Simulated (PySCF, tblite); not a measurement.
# C₆H₆O₂S: a rotation path, then NMR shifts on frames, part 2 of 2

tblite 0.8.0 and PySCF 2.14.0. Atoms count from 0. Earlier steps stand in the parts before.

## (5) Shielding tensors: image 4, PBE0/pcSseg-1

The job: settings as JSON, then the geometry in Å.

```
{"job": {"kind": "nmr", "xc": "PBE0", "basis": "pcSseg-1", "pop": false}, "charge": 0, "multiplicity": 1}
C     -3.095300    -0.111900    -0.029000
C     -1.662400    -0.439300    -0.334800
O     -1.263400    -1.312500    -1.047900
O     -0.844900     0.412400     0.339200
C      0.510700     0.215200     0.291000
C      1.418000     0.830900    -0.510000
C      2.742300     0.432500    -0.215300
C      2.809500    -0.473700     0.790100
S      1.258800    -0.881200     1.410600
H     -3.294400     0.928500    -0.272800
H     -3.752200    -0.764300    -0.595200
H     -3.266300    -0.247400     1.036800
H      1.151500     1.542600    -1.269600
H      3.604100     0.809200    -0.735800
H      3.679500    -0.932900     1.215300
```

Level: GIAO PBE0/pcSseg-1 NMR shielding, non-relativistic, gas phase.

Log:

```text
coarse grid: 14032 points
cycle   1  E = -780.0044187115  dE =  1.844e+00  |g| = 9.189e-01  |ddm| = 3.832e+00
cycle   2  E = -779.5927427087  dE =  4.117e-01  |g| = 1.725e+00  |ddm| = 1.818e+00
cycle   3  E = -780.1541120818  dE = -5.614e-01  |g| = 2.918e-01  |ddm| = 1.375e+00
cycle   4  E = -780.1694704441  dE = -1.536e-02  |g| = 8.735e-02  |ddm| = 2.654e-01
cycle   5  E = -780.1706587299  dE = -1.188e-03  |g| = 2.709e-02  |ddm| = 7.187e-02
cycle   6  E = -780.1708170899  dE = -1.584e-04  |g| = 8.301e-03  |ddm| = 2.734e-02
cycle   7  E = -780.1708325810  dE = -1.549e-05  |g| = 3.323e-03  |ddm| = 9.867e-03
cycle   8  E = -780.1708351635  dE = -2.583e-06  |g| = 5.957e-04  |ddm| = 3.200e-03
final grid: 133648 points
cycle   9  E = -780.2480458211  dE = -1.839e-05  |g| = 1.392e-02  |ddm| = 2.824e-02
cycle  10  E = -780.2479895312  dE =  5.629e-05  |g| = 2.169e-02  |ddm| = 2.540e-02
cycle  11  E = -780.2480832718  dE = -9.374e-05  |g| = 2.334e-03  |ddm| = 1.697e-02
cycle  12  E = -780.2480842853  dE = -1.013e-06  |g| = 4.595e-04  |ddm| = 1.765e-03
cycle  13  E = -780.2480843202  dE = -3.493e-08  |g| = 1.778e-04  |ddm| = 5.128e-04
cycle  14  E = -780.2480843265  dE = -6.297e-09  |g| = 6.101e-05  |ddm| = 1.828e-04
cycle  15  E = -780.2480843274  dE = -8.436e-10  |g| = 1.896e-05  |ddm| = 6.447e-05
converged SCF energy = -780.2480843274

GIAO shielding tensors (ppm)
atom      isotropic    diamagn.    paramagn.     s11        s22        s33       span
  0 C      163.857     249.585     -85.728    143.285    154.444    193.841     50.556
  1 C       11.011     249.093    -238.082    -99.093     65.912     66.214    165.307
  2 O     -135.701     403.250    -538.951   -439.813   -240.796    273.506    713.319
  3 O       98.482     404.527    -306.045    -37.320    112.014    220.752    258.072
  4 C       22.032     254.547    -232.515    -52.745     45.360     73.481    126.226
  5 C       64.790     252.194    -187.403     -8.143     51.609    150.906    159.049
  6 C       58.152     254.556    -196.404    -26.172     45.218    155.411    181.584
  7 C       58.667     263.714    -205.048    -32.025     65.243    142.782    174.807
  8 S      288.862    1057.463    -768.601    153.282    303.335    409.967    256.685
  9 H       29.310      28.498       0.812     25.468     28.467     33.995      8.527
 10 H       29.741      26.674       3.067     25.757     27.815     35.650      9.893
 11 H       29.304      28.329       0.975     25.519     28.609     33.785      8.266
 12 H       24.954      32.612      -7.658     21.850     24.258     28.754      6.903
 13 H       24.695      29.872      -5.177     21.778     24.555     27.752      5.975
 14 H       24.856      30.630      -5.775     21.867     24.904     27.796      5.929
```

It took 70 s on 1 thread, shared host.

Key values: δ C1 175.9, C4 164.9, C6 128.8, C7 128.3, H13 7.02, H14 6.86 ppm.

## (6) NMR shieldings: image 6, PBE0/pcSseg-1

The job: settings as JSON, then the geometry in Å.

```
{"job": {"kind": "nmr", "xc": "PBE0", "basis": "pcSseg-1", "pop": false}, "charge": 0, "multiplicity": 1}
C     -3.101000    -0.111600    -0.067700
C     -1.671000    -0.558800    -0.132200
O     -1.291700    -1.682400    -0.305500
O     -0.832800     0.488800     0.058200
C      0.512300     0.249800     0.118800
C      1.485300     1.044800    -0.402100
C      2.777100     0.542800    -0.127500
C      2.753000    -0.604700     0.594500
S      1.154900    -1.127400     0.950100
H     -3.279400     0.687800    -0.781700
H     -3.749100    -0.957000    -0.276500
H     -3.303900     0.271400     0.930200
H      1.281500     1.943700    -0.953500
H      3.680400     1.015100    -0.467900
H      3.580100    -1.194400     0.935300
```

With the program's defaults for keys left out, this is: GIAO PBE0/pcSseg-1 NMR shielding, non-relativistic, gas phase.

Log:

```text
coarse grid: 14032 points
cycle   1  E = -780.0041661925  dE =  1.874e+00  |g| = 9.164e-01  |ddm| = 3.848e+00
cycle   2  E = -779.6080314255  dE =  3.961e-01  |g| = 1.704e+00  |ddm| = 1.790e+00
cycle   3  E = -780.1534593208  dE = -5.454e-01  |g| = 2.878e-01  |ddm| = 1.339e+00
cycle   4  E = -780.1681871023  dE = -1.473e-02  |g| = 8.793e-02  |ddm| = 2.522e-01
cycle   5  E = -780.1694428554  dE = -1.256e-03  |g| = 2.723e-02  |ddm| = 8.202e-02
cycle   6  E = -780.1696157109  dE = -1.729e-04  |g| = 7.751e-03  |ddm| = 3.113e-02
cycle   7  E = -780.1696288200  dE = -1.311e-05  |g| = 3.179e-03  |ddm| = 9.300e-03
cycle   8  E = -780.1696312113  dE = -2.391e-06  |g| = 5.980e-04  |ddm| = 3.130e-03
final grid: 133648 points
cycle   9  E = -780.2471039481  dE = -1.854e-05  |g| = 1.412e-02  |ddm| = 2.906e-02
cycle  10  E = -780.2470416395  dE =  6.231e-05  |g| = 2.235e-02  |ddm| = 2.658e-02
cycle  11  E = -780.2471424022  dE = -1.008e-04  |g| = 2.669e-03  |ddm| = 1.851e-02
cycle  12  E = -780.2471437712  dE = -1.369e-06  |g| = 4.820e-04  |ddm| = 2.122e-03
cycle  13  E = -780.2471438089  dE = -3.774e-08  |g| = 1.734e-04  |ddm| = 5.011e-04
cycle  14  E = -780.2471438147  dE = -5.801e-09  |g| = 6.655e-05  |ddm| = 1.885e-04
cycle  15  E = -780.2471438157  dE = -1.010e-09  |g| = 2.119e-05  |ddm| = 7.245e-05
cycle  16  E = -780.2471438159  dE = -1.178e-10  |g| = 3.695e-06  |ddm| = 2.307e-05
converged SCF energy = -780.2471438159

GIAO shielding tensors (ppm)
atom      isotropic    diamagn.    paramagn.     s11        s22        s33       span
  0 C      163.980     249.253     -85.273    142.740    155.643    193.557     50.818
  1 C       12.286     249.348    -237.062    -97.635     62.678     71.817    169.452
  2 O     -120.363     403.607    -523.970   -420.552   -232.329    291.791    712.343
  3 O       93.597     403.966    -310.369    -64.372    119.964    225.199    289.570
  4 C       25.545     256.729    -231.184    -51.401     39.943     88.095    139.496
  5 C       70.987     251.553    -180.566      6.285     55.193    151.484    145.198
  6 C       60.814     254.150    -193.336    -23.999     46.684    159.758    183.757
  7 C       59.395     263.916    -204.521    -37.273     71.507    143.951    181.224
  8 S      285.569    1057.479    -771.910    163.336    262.804    430.567    267.230
  9 H       29.350      28.390       0.960     25.141     28.541     34.369      9.229
 10 H       29.624      26.504       3.120     25.287     28.131     35.454     10.167
 11 H       29.304      28.139       1.164     25.877     28.107     33.928      8.051
 12 H       24.975      32.078      -7.104     21.443     24.778     28.703      7.260
 13 H       24.782      29.870      -5.087     21.769     24.679     27.898      6.129
 14 H       24.813      30.955      -6.142     21.825     25.223     27.393      5.568
```

It took 76 s on 1 thread, shared host.

This run: δ C1 174.6, C4 161.4, C7 127.5, C6 126.1, H13 6.93, H14 6.90 ppm.

## (7) NMR shieldings: image 8, PBE0/pcSseg-1

The job: settings as JSON, then the geometry in Å.

```
{"job": {"kind": "nmr", "xc": "PBE0", "basis": "pcSseg-1", "pop": false}, "charge": 0, "multiplicity": 1}
C     -3.100300    -0.104900    -0.129600
C     -1.690100    -0.572700     0.083300
O     -1.355300    -1.675100     0.429400
O     -0.815500     0.416600    -0.166000
C      0.521700     0.187500    -0.024800
C      1.485000     1.123400    -0.253600
C      2.779500     0.609100    -0.027300
C      2.765300    -0.689600     0.363100
S      1.173900    -1.337600     0.469800
H     -3.220900     0.231400    -1.156800
H     -3.787000    -0.918800     0.079600
H     -3.307600     0.735900     0.528000
H      1.270900     2.127500    -0.567600
H      3.674100     1.191600    -0.153000
H      3.601900    -1.316500     0.598100
```

Method: GIAO PBE0/pcSseg-1 NMR shielding, non-relativistic, gas phase.

Log:

```text
coarse grid: 14032 points
cycle   1  E = -780.0098929383  dE =  1.896e+00  |g| = 9.063e-01  |ddm| = 3.882e+00
cycle   2  E = -779.6307142905  dE =  3.792e-01  |g| = 1.673e+00  |ddm| = 1.750e+00
cycle   3  E = -780.1564638480  dE = -5.257e-01  |g| = 2.864e-01  |ddm| = 1.297e+00
cycle   4  E = -780.1710188590  dE = -1.456e-02  |g| = 8.540e-02  |ddm| = 2.466e-01
cycle   5  E = -780.1722382680  dE = -1.219e-03  |g| = 2.643e-02  |ddm| = 8.745e-02
cycle   6  E = -780.1724089524  dE = -1.707e-04  |g| = 7.150e-03  |ddm| = 3.278e-02
cycle   7  E = -780.1724196807  dE = -1.073e-05  |g| = 2.986e-03  |ddm| = 8.500e-03
cycle   8  E = -780.1724218011  dE = -2.120e-06  |g| = 5.524e-04  |ddm| = 2.971e-03
final grid: 133648 points
cycle   9  E = -780.2494230190  dE = -1.725e-05  |g| = 1.434e-02  |ddm| = 3.216e-02
cycle  10  E = -780.2493529451  dE =  7.007e-05  |g| = 2.322e-02  |ddm| = 2.837e-02
cycle  11  E = -780.2494627935  dE = -1.098e-04  |g| = 2.950e-03  |ddm| = 2.030e-02
cycle  12  E = -780.2494644664  dE = -1.673e-06  |g| = 4.834e-04  |ddm| = 2.309e-03
cycle  13  E = -780.2494645044  dE = -3.802e-08  |g| = 1.722e-04  |ddm| = 4.849e-04
cycle  14  E = -780.2494645102  dE = -5.766e-09  |g| = 6.743e-05  |ddm| = 1.906e-04
cycle  15  E = -780.2494645112  dE = -1.033e-09  |g| = 2.191e-05  |ddm| = 7.162e-05
cycle  16  E = -780.2494645113  dE = -1.187e-10  |g| = 4.084e-06  |ddm| = 2.461e-05
converged SCF energy = -780.2494645113

GIAO shielding tensors (ppm)
atom      isotropic    diamagn.    paramagn.     s11        s22        s33       span
  0 C      163.894     248.963     -85.069    142.010    155.791    193.880     51.870
  1 C       13.881     249.410    -235.529    -91.944     63.299     70.288    162.233
  2 O     -116.366     404.649    -521.015   -417.481   -210.400    278.783    696.264
  3 O       89.797     403.318    -313.521    -79.731    117.211    231.911    311.642
  4 C       27.978     257.661    -229.683    -46.919     37.130     93.722    140.640
  5 C       74.118     250.789    -176.671     11.966     56.676    153.710    141.744
  6 C       61.186     253.707    -192.521    -27.894     47.631    163.821    191.715
  7 C       59.843     265.042    -205.199    -37.642     72.241    144.931    182.574
  8 S      285.139    1056.529    -771.391    184.069    272.810    398.538    214.469
  9 H       29.269      28.172       1.096     25.325     28.257     34.224      8.900
 10 H       29.585      26.214       3.371     25.002     28.249     35.503     10.501
 11 H       29.277      28.188       1.089     25.329     28.276     34.226      8.896
 12 H       24.818      31.724      -6.906     20.954     25.069     28.430      7.476
 13 H       24.664      29.863      -5.200     21.477     24.696     27.818      6.340
 14 H       24.978      31.307      -6.330     21.955     25.572     27.407      5.452
```

It took 75 s on 1 thread, shared host.

In short: δ C1 173.0, C4 158.9, C7 127.1, C6 125.7, H13 7.05, H12 6.90 ppm.

## (8) Comparing the runs: NMR shifts

Shifts (ppm) of some atoms, chosen among heavy atoms and hydrogens apart, with basis size and wall time:

| frame | C7 | C5 | H12 | H14 | O2 | O3 | S8 | functions | time |
| --- | --- | --- | --- | --- | --- | --- | --- | --- | --- |
| image 0 | 121.5 | 118.1 | 8.06 | 6.61 | 464.0 | 235.8 | 201 | 190 | 93 s |
| image 2 | 124.3 | 121.5 | 6.94 | 6.71 | 455.3 | 234.9 | 207 | 190 | 71 s |
| image 4 | 128.3 | 122.1 | 6.76 | 6.86 | 471.8 | 237.6 | 215 | 190 | 70 s |
| image 6 | 127.5 | 115.9 | 6.74 | 6.90 | 456.4 | 242.5 | 218 | 190 | 76 s |
| image 8 | 127.1 | 112.8 | 6.90 | 6.74 | 452.4 | 246.3 | 219 | 190 | 75 s |

## (9) Summary of results

This closing draws on all 2 parts.

```
                                       quantity                                        value
                       lowest and highest image                          -0.092 and 0.047 eV
13C shifts against TMS (PBE0/pcSseg-1, image 0)  171.9, 165.0, 130.1, 121.5, 118.1, 24.3 ppm
 1H shifts against TMS (PBE0/pcSseg-1, image 0)       8.06, 6.97, 6.61, 2.41, 2.40, 1.98 ppm
17O shifts against H2O (PBE0/pcSseg-1, image 0)                             464.0, 235.8 ppm
33S shifts against CS2 (PBE0/pcSseg-1, image 0)                                      201 ppm
          surface potential, 1st and 99th percentile                           -1.39 V and 1.09 V
                       range of the shift of O2                           452.4 to 471.8 ppm
```

In words: The band dips 2.1 kcal/mol below its start, so the start is not the lowest point of the turn; from the lowest image the climb to the highest is 3.2 kcal/mol (GFN2-xTB, rough). Shifts at one fixed geometry are not the observed spectrum, which averages over the motion. In the first frame run (image 0): The largest span, 706 ppm, is at O2, where the paramagnetic term is -532 ppm. NICS(1)zz of -24 ppm above the planar ring from C4 marks a diatropic (aromatic) ring current. By nearest atom (PBE0/pcSseg-1), the HOMO sits on C4, C7 about 26 % each; C5, C6 about 12 % each and the LUMO on C1, C4 about 16 % each; C7 14 %. In ppm, O2 moves most: its shift spreads over 19.3 ppm, from 452.4 (image 8) to 471.8 (image 4).
